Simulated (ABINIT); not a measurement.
# Zr2C (R-3m) in ABINIT: single point with LDA

Aim: the single point of Zr2C with LDA.

Program: ABINIT 10.8.3 (patched build). These are calculated values, not measurements. Logs are shortened: lines on timing, memory, paths and dates and some standing lists are left out, and cuts for length are marked. The log counts tension as positive stress, the text compression.

## Step 1: The structure

It takes space group R-3m (No. 166, trigonal). The conventional cell has a = 3.335 Å, b = 3.335 Å, c = 16.149 Å, α = 90.00°, β = 90.00°, γ = 120.00°. Zr (site symmetry 3m) is surrounded by 3 C at 2.30 Å. Around C (site symmetry -3m) lie 6 Zr at 2.30 Å.

The cell was built by a generator and needn't be a form met in nature.

## Step 2: Single point, LDA

File run.abi:

```
# Pseudopotentials
pp_dirpath "./"
pseudos "Zr.hgh, C.hgh"

# Structure
acell 3*1.0 Angstrom
rprim
     1.6677300000     0.9628700000     5.3828700000
    -1.6677300000     0.9628700000     5.3828700000
     0.0000000000    -1.9257300000     5.3828700000
ntypat 2
znucl 40 6
natom 3
typat 1 1 2
xred
     0.2555700000     0.2555700000     0.2555700000
     0.7444300000     0.7444300000     0.7444300000
     0.0000000000     0.0000000000     0.0000000000

# Plane-wave basis
ecut 1442.203471 eV

# k points
kptopt 1
ngkpt 7 7 7
nshiftk 1
shiftk 0.0 0.0 0.0

# Exchange and correlation
ixc 7

# Bands and occupations
nband 10
occopt 3
tsmear 0.05 eV

# SCF cycle
nstep 100
tolvrs 1.0e-10

# Output
iomode 3
prtwf 0
prtden 0
prteig 0
prtebands 0
```

Potentials or basis: HGH LDA.

The run is started by

```sh
abinit run.abi > log 2>&1
```

run.abo:

```text
.Version 10.8.3 of ABINIT
 Symmetries : space group R-3 m (#166); Bravais hR (rhombohedral)
================================================================================
 Values of the parameters that define the memory need of the present run
     intxc =       0    ionmov =       0      iscf =       7    lmnmax =       7
     lnmax =       7     mgfft =      72  mpssoang =       3    mqgrid =    3001
     natom =       3  nloc_mem =       1    nspden =       1   nspinor =       1
    nsppol =       1      nsym =      12    n1xccc =       0    ntypat =       2
    occopt =       3   xclevel =       1
       mpw =        6477          nfft =      373248          nkpt =          44
================================================================================
================================================================================

--------------------------------------------------------------------------------
------------- Echo of variables that govern the present computation ------------
--------------------------------------------------------------------------------
 -outvars: echo values of preprocessed input variables --------
            acell      1.0803504836E+01  1.0803504836E+01  1.0803504836E+01 Bohr
              amu      9.12240000E+01  1.20110000E+01
             ecut      5.30000000E+01 Hartree
              ixc           7
         kptrlatt        7    0    0      0    7    0      0    0    7
          kptrlen      4.41217941E+01
            natom           3
            nband          10
            ngfft          72      72      72
             nkpt          44
            nstep         100
             nsym          12
           ntypat           2
           occopt           3
           prtden           0
        prtebands           0
           prteig           0
            prtwf           0
            rprim      2.9171596473E-01  1.6842327652E-01  9.4156008616E-01
                      -2.9171631348E-01  1.6842267247E-01  9.4156008616E-01
                       3.4874979451E-07 -3.3684419982E-01  9.4156039904E-01
          spgroup         166
           tolvrs      1.00000000E-10
           tsmear      1.83746611E-03 Hartree
            typat      1  1  2
           xangst      5.3405651561E-17  2.5557000001E-06  4.1271002577E+00
                       3.0753660807E-17  7.4443000003E-06  1.2021509742E+01
                       0.0000000000E+00  0.0000000000E+00  0.0000000000E+00
            xcart      1.0092205503E-16  4.8295730602E-06  7.7990891812E+00
                       5.8115996293E-17  1.4067688200E-05  2.2717361033E+01
                       0.0000000000E+00  0.0000000000E+00  0.0000000000E+00
             xred      2.5557000000E-01  2.5557000000E-01  2.5557000000E-01
                       7.4443000000E-01  7.4443000000E-01  7.4443000000E-01
                       0.0000000000E+00  0.0000000000E+00  0.0000000000E+00
            znucl       40.00000    6.00000

================================================================================
[... 120 lines left out ...]
 reduced coordinates (array xred) for    3 atoms
       0.255570000000      0.255570000000      0.255570000000
       0.744430000000      0.744430000000      0.744430000000
       0.000000000000      0.000000000000      0.000000000000
 rms dE/dt=  1.4890E-01; max dE/dt=  1.8237E-01; dE/dt below (all hartree)
    1      -0.182369968825     -0.182369968825     -0.182369968825
    2       0.182369968825      0.182369968825      0.182369968825
    3       0.000000000000      0.000000000000      0.000000000000

 cartesian coordinates (angstrom) at end:
    1      0.00000000000000     0.00000255570000     4.12710025770000
    2      0.00000000000000     0.00000744430000    12.02150974230000
    3      0.00000000000000     0.00000000000000     0.00000000000000

 cartesian forces (hartree/bohr) at end:
    1     -0.00000000000000     0.00000001110211     0.01792836003650
    2      0.00000000000000    -0.00000001110211    -0.01792836003650
    3      0.00000000000000    -0.00000000000000    -0.00000000000000
 frms,max,avg= 8.4515100E-03 1.7928360E-02   0.000E+00  0.000E+00  0.000E+00 h/b

 cartesian forces (eV/Angstrom) at end:
    1     -0.00000000000000     0.00000057089331     0.92191334016184
    2      0.00000000000000    -0.00000057089331    -0.92191334016184
    3      0.00000000000000    -0.00000000000000    -0.00000000000000
 frms,max,avg= 4.3459412E-01 9.2191334E-01   0.000E+00  0.000E+00  0.000E+00 e/A
 length scales= 10.803504836436 10.803504836436 10.803504836436 bohr
              =  5.716968553444  5.716968553444  5.716968553444 angstroms
 Fermi (or HOMO) energy (hartree) =   0.24804   Average Vxc (hartree)=  -0.35540
 Eigenvalues (hartree) for nkpt=  44  k points:
 kpt#   1, nband= 10, wtk=  0.00292, kpt=  0.0000  0.0000  0.0000 (reduced coord)
  -0.13997    0.07651    0.15280    0.15280    0.17087    0.27668    0.27668    0.29096
   0.34801    0.34801
      occupation numbers for kpt#   1
   2.00000    2.00000    2.00000    2.00000    2.00000    0.00000    0.00000    0.00000
   0.00000    0.00000
 prteigrs : prtvol=0 or 1, do not print more k-points.

--- !EnergyTerms
iteration_state     : {dtset: 1, }
comment             : Components of total free energy in Hartree
kinetic             :  9.74660339264163E+00
hartree             :  2.42877957349092E+00
xc                  : -3.84285907937067E+00
Ewald energy        : -1.26986613558034E+01
psp_core            :  6.07039366438503E-01
local_psp           : -7.42378951948100E+00
non_local_psp       : -7.65347245037213E-01
internal            : -1.19482348671212E+01
'-kT*entropy'       : -3.40619327753855E-04
total_energy        : -1.19485754864489E+01
total_energy_eV     : -3.25137302651023E+02
band_energy         :  1.39891366957411E+00
...

 Cartesian components of stress tensor (hartree/bohr^3)
  sigma(1 1)=  4.48779097E-04  sigma(3 2)=  1.47933022E-11
  sigma(2 2)=  4.48779097E-04  sigma(3 1)=  0.00000000E+00
  sigma(3 3)=  4.72668226E-04  sigma(2 1)=  0.00000000E+00

-Cartesian components of stress tensor (GPa)         [Pressure= -1.3438E+01 GPa]
- sigma(1 1)=  1.32035369E+01  sigma(3 2)=  4.35233976E-07
- sigma(2 2)=  1.32035369E+01  sigma(3 1)=  0.00000000E+00
- sigma(3 3)=  1.39063793E+01  sigma(2 1)=  0.00000000E+00

== END DATASET(S) ==============================================================
================================================================================

 -outvars: echo values of variables after computation  --------
            acell      1.0803504836E+01  1.0803504836E+01  1.0803504836E+01 Bohr
           etotal     -1.1948575486E+01
            fcart     -2.1468419846E-18  1.1102107261E-08  1.7928360036E-02
                       6.7901991380E-19 -1.1102107261E-08 -1.7928360036E-02
                       1.4678220708E-18 -0.0000000000E+00 -0.0000000000E+00
            rprim      2.9171596473E-01  1.6842327652E-01  9.4156008616E-01
                      -2.9171631348E-01  1.6842267247E-01  9.4156008616E-01
                       3.4874979451E-07 -3.3684419982E-01  9.4156039904E-01
           strten      4.4877909701E-04  4.4877909701E-04  4.7266822595E-04
                       1.4793302154E-11  0.0000000000E+00  0.0000000000E+00
           xangst      5.3405651561E-17  2.5557000001E-06  4.1271002577E+00
                       3.0753660807E-17  7.4443000003E-06  1.2021509742E+01
                       0.0000000000E+00  0.0000000000E+00  0.0000000000E+00
             xred      2.5557000000E-01  2.5557000000E-01  2.5557000000E-01
                       7.4443000000E-01  7.4443000000E-01  7.4443000000E-01
                       0.0000000000E+00  0.0000000000E+00  0.0000000000E+00
 Calculation completed.
```

Run time: 3.8 min. Hardware: 1 thread of Arm Neoverse V1, shared host; peak memory 0.19 GiB.

Results:

- Free energy: -325.1373 eV
- Pressure: -13.4 GPa
- Largest force: 0.922 eV/Å
- Band gap on the k mesh: none (metal or under the smearing width)
- Valence electrons inside the program's atomic spheres: Zr 1.09; C 3.81

Forces on the atoms (eV/Å):
```
Zr   0.000  0.000  0.922
Zr   0.000  0.000 -0.922
C    0.000  0.000  0.000
```

Stress tensor (GPa, compression positive):
```
-13.20   0.00   0.00
  0.00 -13.20   0.00
  0.00   0.00 -13.91
```

Caveat: HGH potentials are hard and often keep d shells in the core, so these values are rough.
